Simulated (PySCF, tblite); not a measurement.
**C5H4F5O2P: geometry, infrared bands and NMR shifts**

Aim: predict the infrared bands and NMR shifts of C5H4F5O2P (`CC#C[P@@](=O)(O)C(F)(F)C(F)(F)F`).

The runs use tblite 0.8.0 and PySCF 2.14.0, with density-fitted response routines of our own; the level of theory stands in each step. All values are computed, except where a source is named. Atoms count from 0, in the outputs and in this text.

## Step 1: The molecule as given

17 atoms, charge 0, multiplicity 1; geometry from: force field or distance geometry start.

Bonds of the start (Å): C0–C1 1.49, C1–C2 1.18, C2–P3 1.79, P3–O4 1.48, P3–O5 1.69, P3–C6 1.83, C6–F7 1.38, C6–F8 1.40, C6–C9 1.52, C9–F10 1.38, C9–F11 1.37, C9–F12 1.39, C0–H13 1.13, C0–H14 1.10, C0–H15 1.09, O5–H16 0.99.

## Step 2: Geometry optimisation with GFN2-xTB

The job: settings as JSON, then the geometry in Å.

```
{"job": {"kind": "relax", "xc": "GFN2-xTB", "basis": "xTB"}, "charge": 0, "multiplicity": 1}
C      3.610300     0.166600     0.781200
C      2.246400     0.039500     0.188800
C      1.163000    -0.093300    -0.270000
P     -0.487300    -0.259700    -0.954600
O     -0.850100     0.904700    -1.787000
O     -0.466500    -1.628300    -1.939800
C     -1.707000    -0.434700     0.398600
F     -0.997800    -0.575700     1.576700
F     -2.480300    -1.582600     0.205300
C     -2.634400     0.768300     0.468800
F     -3.548800     0.618200     1.489100
F     -1.898000     1.914000     0.654400
F     -3.318000     0.852800    -0.740900
H      3.600200     1.158600     1.312000
H      3.756500    -0.630400     1.520600
H      4.341400     0.151000    -0.029500
H     -0.336500    -1.357200    -2.883700
```

On the command line:

```bash
$ OMP_NUM_THREADS=1 python probes_run.py task.json out
```

This one command runs all jobs of the session in turn.

**Question.** This job is followed by: GFN2-xTB harmonic vibrations, gas phase; GIAO PBE0/pcSseg-1 NMR shielding, non-relativistic, gas phase. What will the session give for the following? strongest single infrared mode (GFN2-xTB); zero-point energy (GFN2-xTB); 13C shifts against TMS (PBE0/pcSseg-1); 1H shifts against TMS (PBE0/pcSseg-1, means over atoms taken as alike); 31P shifts against H3PO4 (PBE0/pcSseg-1); 17O shifts against H2O (PBE0/pcSseg-1); 19F shifts against CFCl3 (PBE0/pcSseg-1, means over atoms taken as alike).

As calculated:

| quantity | value |
| --- | --- |
| strongest single infrared mode (GFN2-xTB) | 1302 cm⁻¹, 351 km/mol |
| zero-point energy (GFN2-xTB) | 56.0 kcal/mol |
| 13C shifts against TMS (PBE0/pcSseg-1) | 128.1, 118.6, 111.7, 76.2, 5.1 ppm |
| 1H shifts against TMS (PBE0/pcSseg-1, means over atoms taken as alike) | 3.37, 2.24 ppm |
| 31P shifts against H3PO4 (PBE0/pcSseg-1) | -14.4 ppm |
| 17O shifts against H2O (PBE0/pcSseg-1) | 154.0, 103.9 ppm |
| 19F shifts against CFCl3 (PBE0/pcSseg-1, means over atoms taken as alike) | -89.2, -145.6, -149.8 ppm |

**Reading.** Over 133 steps the energy fell by 0.916 eV; of the close pairs, P3–O5 changed most, 1.686 to 1.590 Å. No mode is imaginary among the 45: a minimum at this level. The strongest single mode, at 1302 cm⁻¹, moves mainly O4 and P3. Unscaled tight-binding wavenumbers are off by several per cent, some by more. Its intensities can rank the bands wrongly.
